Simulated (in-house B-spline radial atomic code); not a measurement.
# Dy⁸⁺: excited configurations

Aim: the energies of several excited configurations of Dy⁸⁺ above a reference configuration, each from its own self-consistent run.

The numbers are computed with in-house B-spline radial atomic code version 1 (Dirac-Hartree-Fock, average of configuration, Fermi nucleus, basis-set limit), except any that are marked as measured or tabulated.

## (1) Starting point

* element: dysprosium (Z = 66)
* charge: +8
* electrons: 58
* configuration: [Kr] 4d10 4f8 5s2 5p2
* Hamiltonian: Dirac-Coulomb
* nucleus: Fermi, rms radius 5.222 fm

Outer shells as boxes (Hund's rule):

[Kr] 4d10 4f8 5s2 5p2
```
[Kr] core
4d [↑↓][↑↓][↑↓][↑↓][↑↓]
4f [↑↓][↑ ][↑ ][↑ ][↑ ][↑ ][↑ ]
5s [↑↓]
5p [↑ ][↑ ][  ]
```

The boxes draw the filling by Hund's rule, which heavy ions in jj coupling don't follow; these runs average over all states of the configuration.

Settings of the run:

```ini
Z = 66
electrons = 58.0
configuration = [Kr] 4d10 4f8 5s2 5p2
hamiltonian = dirac
method = hf
spin_polarised = False
nucleus = fermi
rms_radius = 5.2218
mass_number = 164
atomic_mass = 163.929180819
speed_of_light = 137.035999084
```

The reference is known from an earlier run: -12144.137212 hartree in all. Up to eight levels, counted from the top:

```
orbital  occupation  energy (eV)  <r> (bohr)
  4p3/2           4      -445.32      0.5681
  4d3/2           4      -308.37      0.5972
  4d5/2           6      -301.23      0.6074
  5s1/2           2      -167.96       1.199
  5p1/2    0.666667      -144.36       1.285
  4f5/2     3.42857      -140.48      0.7077
  4f7/2     4.57143      -139.46      0.7141
  5p3/2     1.33333      -137.50       1.343
```

## (2) Configuration [Kr] 4d10 4f8 5s2 5p1 7f1

Settings of the run:

```ini
Z = 66
electrons = 58.0
configuration = [Kr] 4d10 4f8 5s2 5p1 7f1
hamiltonian = dirac
method = hf
spin_polarised = False
nucleus = fermi
rms_radius = 5.2218
mass_number = 164
atomic_mass = 163.929180819
speed_of_light = 137.035999084
```

## (3) Configuration [Kr] 4d9 4f8 5s2 5p2 6g1

Changes to the settings of step 2:

```diff
@@ -2,3 +2,3 @@
 electrons = 58.0
-configuration = [Kr] 4d10 4f8 5s2 5p1 7f1
+configuration = [Kr] 4d9 4f8 5s2 5p2 6g1
 hamiltonian = dirac
```

## (4) [Kr] 4d10 4f8 5s2 5p1 7p1

Changes to the settings of step 3:

```diff
@@ -2,3 +2,3 @@
 electrons = 58.0
-configuration = [Kr] 4d9 4f8 5s2 5p2 6g1
+configuration = [Kr] 4d10 4f8 5s2 5p1 7p1
 hamiltonian = dirac
```

## (5) Run with [Kr] 4d10 4f8 5s2 5p1 8p1

Changes to the settings of step 4:

```diff
@@ -2,3 +2,3 @@
 electrons = 58.0
-configuration = [Kr] 4d10 4f8 5s2 5p1 7p1
+configuration = [Kr] 4d10 4f8 5s2 5p1 8p1
 hamiltonian = dirac
```

## (6) Configuration [Kr] 4d9 4f8 5s2 5p2 6d1

Changes to the settings of step 5:

```diff
@@ -2,3 +2,3 @@
 electrons = 58.0
-configuration = [Kr] 4d10 4f8 5s2 5p1 8p1
+configuration = [Kr] 4d9 4f8 5s2 5p2 6d1
 hamiltonian = dirac
```

## (7) [Kr] 4d10 4f7 5s2 5p2 6d1

Changes to the settings of step 6:

```diff
@@ -2,3 +2,3 @@
 electrons = 58.0
-configuration = [Kr] 4d9 4f8 5s2 5p2 6d1
+configuration = [Kr] 4d10 4f7 5s2 5p2 6d1
 hamiltonian = dirac
```

Q: How far above the reference does each configuration lie (order and size, in eV)?

**Answer**, as computed:

| net move | configuration | energy above the reference (eV) | with Breit, QED, recoil (eV) | largest <r> (bohr) |
| --- | --- | --- | --- | --- |
| 4f → 6d | [Kr] 4d10 4f7 5s2 5p2 6d1 | 78.732 | 78.865 | 2.97 |
| 5p → 7p | [Kr] 4d10 4f8 5s2 5p1 7p1 | 94.252 | 94.148 | 4.06 |
| 5p → 8p | [Kr] 4d10 4f8 5s2 5p1 8p1 | 108.31 | 108.20 | 5.89 |
| 5p → 7f | [Kr] 4d10 4f8 5s2 5p1 7f1 | 110.54 | 110.41 | 5.73 |
| 4d → 6d | [Kr] 4d9 4f8 5s2 5p2 6d1 | 241.61 | 241.48 | 2.96 |
| 4d → 6g | [Kr] 4d9 4f8 5s2 5p2 6g1 | 267.71 | 267.57 | 4.71 |

Quantum defects of the promoted electron, δ = n − ζ/√(−2ε) with ζ = 9 and ε its orbital energy in hartree:

| promotion | δ |
| --- | --- |
| 4f → 6d | 1.615 |
| 5p → 7p | 2.135 |
| 5p → 8p | 2.086 |
| 5p → 7f | 0.816 |
| 4d → 6d | 1.617 |
| 4d → 6g | 0.062 |

What this shows: At the bottom stands 4f → 6d (78.732 eV), at the top 4d → 6g (267.71 eV). Koopmans' estimate of the ionisation threshold is 137.50 eV; 2 configurations exceed it by over 2 % and could autoionise. Of those tabulated, the defect is largest for 7p (2.14) and least for 6g (0.06): low angular momentum penetrates the core, high angular momentum stays outside it. Two partly filled shells share a symmetry and can mix in the average, which may lower the energy, for: 5p → 7p; 5p → 8p; 5p → 7f; 4d → 6d. These are averages over configurations, without correlation, not spectroscopic levels.
